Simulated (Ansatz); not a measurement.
# Ba2ZnP2: from the start to rest

The start is Ba2ZnP2, a crystal from a database, its volume scaled a little. Where does it settle when we relax cell and atoms, and what is it like there?

Program: Ansatz 0.2.0. Level of theory: DFT, r2SCAN, no spin polarisation, plane waves, PAW. These are calculated values, not measurements.

## 1. Geometry

It takes space group Ibam (No. 72, orthorhombic). The conventional cell has a = 6.698 Å, b = 12.996 Å, c = 6.330 Å, α = 90.00°, β = 90.00°, γ = 90.00°. Around Ba (site symmetry m) lie 2 Zn at 3.18 Å and 6 P at 3.28 to 3.44 Å. Zn (site symmetry 222) is surrounded by 4 P at 2.49 Å. Around P (site symmetry m) lie 2 Zn at 2.49 Å and 6 Ba at 3.28 to 3.44 Å.

The coordinates stand in the input below.

It starts from an earlier solution of the starting cell (checkpoint.read).

## 2. Relaxing

Contents of input.yaml:

```yaml
crystal:
  lattice:
    - [0.0, 0.0, 6.330351]
    - [6.698176, 0.0, 0.0]
    - [3.349088, 6.497905, -3.165176]
  atoms:
    - { symbol: Ba, position: [0.3597, 0.83148, 0.7194] }
    - { symbol: Ba, position: [0.6403, 0.16852, 0.2806] }
    - { symbol: Ba, position: [0.1403, 0.55088, 0.2806] }
    - { symbol: Ba, position: [0.8597, 0.44912, 0.7194] }
    - { symbol: Zn, position: [0.25, 0.0, 0.0] }
    - { symbol: Zn, position: [0.75, 0.0, 0.0] }
    - { symbol: P, position: [0.10649, 0.09359, 0.21298] }
    - { symbol: P, position: [0.89351, 0.90641, 0.78702] }
    - { symbol: P, position: [0.39351, 0.30657, 0.78702] }
    - { symbol: P, position: [0.60649, 0.69343, 0.21298] }
  symmetry: { tolerance: 0.0003 }
kpoints:
  mp_grid: { grid: [4, 4, 4], shift: [0, 0, 0] }
magnetization:
  spin_polarized: false
scf:
  occupations: { method: fermi_dirac, width: 0.05 }
  lower_state_search: "off"
hamiltonian:
  pseudopotentials: { kind: paw }
  xc: r2scan
basis:
  ecutwfc: 500
  fft_grid_basis: typed
relax:
  max_steps: 60
  cell: { p_target: 0.0 }
  f_tol: 0.03
output:
  forces: true
  stress: true
  eigenvalues: true
  bader: true
  populations: true
  elf: true
  write_potential: true
  volumetric_format: npy
  dos:
    e_range: [-12, 8]
    de: 0.05
    projected: { site_lists: { Ba: [Ba], P: [P], Zn: [Zn] } }
checkpoint:
  read: saved_state
```

Started as:

```sh
$ ansatz run input.yaml --threads 2 --pin off --max-ram 3584MiB --backend cpu --events-out ev --progress --plain --runs-dir out
```

Before running it: what results should come out? Wanted: moves; energy gained; largest move; cell; volume; pressure at the end; gap; least direct gap; Bader charges.

**Answer**, as computed:

| quantity | value |
| --- | --- |
| moves | 3 |
| energy gained | 7.2 meV/atom |
| largest move | 0.03 Å (P) |
| space group (0.01 Å), before / after | Ibam / Ibam |
| cell | a = 6.399 Å, b = 6.787 Å, c = 8.084 Å, α = 65.18°, β = 113.32°, γ = 90.00° |
| volume | 28.68 Å³/atom (+4.1 %) |
| pressure at the end | 0.02 GPa |
| formation energy (elements from separate runs) | -1.11 eV/atom |
| gap (mesh) | 0.93 eV, indirect |
| least direct gap | 1.07 eV |
| Bader charges | Ba +1.33, Zn +0.48, P -1.57 e |

**Reading.** The volume grew by 4.1 %, and the largest move of an atom is 0.03 Å apart from the change of the cell; the energy fell by 7.2 meV per atom. With 8 symmetry operations imposed, the end may be a saddle point towards distortions that break them. There is a gap of 0.93 eV, with the least direct gap at 1.07 eV. Gaps from semilocal functionals tend to lie below the measured ones. At the density minimum between Ba and P (3.31 Å) the ELF is 0.14 and the density 0.14 e/Å³, a closed-shell (ionic or weak) contact. Against the elements' reference phases (Ba bcc, Zn hcp, P black phosphorus; separate runs with the same functional) the formation energy is -1.11 eV per atom, which says nothing yet of rival compounds.
